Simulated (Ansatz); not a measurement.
**SiH₃Br (singlet): wave-function methods side by side at distance Br1–H2 along a hydrogen transfer = 1.321 Å, cc-pVDZ**

The task here is to estimate one member of a computed series from the others.

Program: Ansatz 0.2.0, Gaussian basis. Level of theory: cc-pVDZ, core rule «outside noble gas», up to 19 orbitals frozen. These are calculated values, not measurements.

The runs, in order: UHF; CCSD(T) on RHF; CCSD(T) on UHF; BCCD(T) on RHF; CISD; CCSDT(Q) on RHF; CCSDT(Q) on UHF; CASSCF and MRCISD+Q, 2 electrons in 2 orbitals; CASSCF and NEVPT2, 2 electrons in 2 orbitals; CASSCF and NEVPT2, 14 electrons in 11 orbitals.

6 further runs of the same task are left out: 6 that didn't finish.

### The system

The geometry derives from fragments relaxed apart (PBE0/def2-TZVP) and kept rigid, so it is no stationary point. A hydrogen atom is moved between rigid fragments. No spin-orbit coupling is included. The filled d shell of Br may be among the frozen orbitals whatever the setting's name suggests; the logs give the count.

5 atoms, charge 0, spin multiplicity 1.

Atoms are counted from 1 here; the program's logs count them from 0.

Bond lengths: Br1–H2 1.321 Å, Si3–H4 1.526 Å, Si3–H5 1.526 Å. Angles: H4–Si3–H5 91.2°.

The first run:

File in.yaml:

```yaml
crystal:
  periodic: [false, false, false]
  atoms:
    - {symbol: Br, position_ang: [-1.005220, 0.015876, 0.000000]}
    - {symbol: H, position_ang: [0.315780, 0.015876, 0.000000]}
    - {symbol: Si, position_ang: [2.616780, 0.015876, 0.000000]}
    - {symbol: H, position_ang: [3.228961, -0.858408, 1.090012]}
    - {symbol: H, position_ang: [3.228961, -0.858408, -1.090012]}
basis:
  gaussian: {orbitals: cc-pVDZ}
magnetization: {spin_polarized: true, initial_magnetization: 0}
hamiltonian: {xc: hf}
output: {orbitals: {seedname: orbitals}}
```

Launch:

```bash
$ ansatz run in.yaml --threads 1 --pin off --events-out ev --progress --plain --max-ram 2393MiB
```

Steps of the session up to this table: UHF; CCSD(T) on RHF; CCSD(T) on UHF; BCCD(T) on RHF; CISD; CCSDT(Q) on RHF; CCSDT(Q) on UHF; CASSCF and MRCISD+Q, 2 electrons in 2 orbitals; CASSCF and NEVPT2, 2 electrons in 2 orbitals; CASSCF and NEVPT2, 14 electrons in 11 orbitals.

One table of the session follows, with a row left open; its other results are not shown here.

| method | from RCCSDT(Q) (kcal/mol) |
| --- | --- |
| RHF | +167.28 |
| UHF | +165.33 |
| RMP2 | +30.04 |
| CISD | +19.64 |
| RCCSD | +3.85 |
| RCCSD(T) | +0.76 |
| BCCD(T) | +0.76 |
| RCCSDT | +0.22 |
| RCCSDT(Q) | 0 |
| CASSCF pair | +154.98 |
| NEVPT2 pair | +28.54 |
| MRCISD pair | +16.24 |
| MRCISD+Q pair | +1.14 |
| CASSCF valence | +125.66 |
| NEVPT2 valence | ? |

Q: Estimate the row for NEVPT2 valence from the others.

The run gave: from RCCSDT(Q) (kcal/mol): +32.05. In the column «from RCCSDT(Q) (kcal/mol)» it lies between RMP2 (+30.04) and CASSCF valence (+125.66).

Not comparable, so not listed: CCSD(T) on UHF; CCSDT(Q) on UHF (they don't share determinant, frozen orbitals or solution with the rows shown, or repeat one).

Limits of these values: Warnings: restricted reference is unstable; spin contamination.
